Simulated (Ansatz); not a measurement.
**CH8GeS (built from SMILES [CH3][GeH2][SH].[H][H]): a short trajectory**

Aim: follow the atoms for 60 steps of 1.0 fs with a Langevin thermostat, with velocities drawn for 700 K, and see to which side of the barrier the system falls.

The runs use Ansatz 0.2.0, Gaussian basis; PBE0-D4/def2-SVP.

## 1. The system as given

The start, a first-order saddle point found at PBE0-D4 in triple zeta: 11 atoms, charge 0, spin multiplicity 1.

Atoms are counted from 1 here; the program's logs count them from 0.

Bond lengths: Ge1–S2 2.673 Å, Ge1–H3 1.538 Å, Ge1–H4 1.560 Å, Ge1–C5 1.937 Å, Ge1–H7 1.859 Å, S2–H8 1.343 Å, C5–H9 1.091 Å, C5–H10 1.091 Å, C5–H11 1.089 Å. Angles: S2–Ge1–H3 86.2°, S2–Ge1–H4 147.0°, S2–Ge1–C5 89.9°, S2–Ge1–H7 69.2°, H3–Ge1–H4 104.4°, H3–Ge1–C5 119.7°, H3–Ge1–H7 127.2°, H4–Ge1–C5 110.3°, H4–Ge1–H7 79.9°, C5–Ge1–H7 106.6°, Ge1–S2–H8 92.6°, Ge1–C5–H9 109.8°, Ge1–C5–H10 109.4°, Ge1–C5–H11 109.4°, H9–C5–H10 108.8°, H9–C5–H11 110.5°, H10–C5–H11 108.8°.

As a file:

```xyz
11

Ge   -0.65104   -0.26319    0.33101
S     1.82955   -1.12804   -0.16130
H    -1.10909   -1.68421   -0.03911
H    -1.68351    0.21169    1.39933
C    -0.45613    1.07517   -1.05530
H     1.15003   -0.19340    1.17382
H     0.50188    0.22414    1.70610
H     1.65745   -2.23360    0.58158
H    -1.39592    1.61484   -1.18253
H     0.32095    1.78399   -0.76716
H    -0.16398    0.59250   -1.98646
```

## 2. The run

The input, md/in.yaml:

```yaml
crystal:
  periodic: [false, false, false]
  atoms:
    - {symbol: Ge, position_ang: [-0.651035, -0.263190, 0.331010]}
    - {symbol: S, position_ang: [1.829552, -1.128043, -0.161304]}
    - {symbol: H, position_ang: [-1.109087, -1.684213, -0.039107]}
    - {symbol: H, position_ang: [-1.683508, 0.211695, 1.399332]}
    - {symbol: C, position_ang: [-0.456130, 1.075168, -1.055295]}
    - {symbol: H, position_ang: [1.150034, -0.193398, 1.173824]}
    - {symbol: H, position_ang: [0.501883, 0.224136, 1.706104]}
    - {symbol: H, position_ang: [1.657446, -2.233597, 0.581581]}
    - {symbol: H, position_ang: [-1.395917, 1.614842, -1.182527]}
    - {symbol: H, position_ang: [0.320947, 1.783994, -0.767158]}
    - {symbol: H, position_ang: [-0.163985, 0.592505, -1.986460]}
basis:
  gaussian: {orbitals: def2-SVP}
hamiltonian: {xc: pbe0, dispersion: d4}
md: {n_steps: 60, timestep: 1.0, temperature: 700, ensemble: nvt_langevin, seed: 433, friction: 0.05, initial_velocities: maxwell_boltzmann}
```

Started as:

```bash
$ ansatz run in.yaml --threads 4 --pin off --events-out ev --progress --plain --max-ram 9574MiB
```

What does the calculation give? Wanted: temperature at the start; mean temperature, second half; lowest and highest potential energy, from the first frame; largest change of potential + kinetic.

As calculated:

| quantity | value |
| --- | --- |
| length | 60 steps, 60.0 fs |
| temperature at the start | 636 K |
| mean temperature, second half | 869 K |
| lowest and highest potential energy, from the first frame | -1511 and 469 meV |
| largest change of potential + kinetic | 1500.5 meV |

By the last frame it has moved towards the side where Ge1–H7, S2–H6 form. The system runs downhill by 1.51 eV, and that energy turns into motion. The thermostat trades energy with the molecule, so the sum of potential and kinetic energy isn't conserved: it changes by -1372 meV over the run. The mean temperature of the second half is still well above the 700 K set. The instant temperature ranges from 253 to 1435 K, as energy passes between motion and strain. Under Langevin the temperature counts 3N degrees of freedom, more than the drawn velocities fill, so it starts at 636 K, not 700 K.
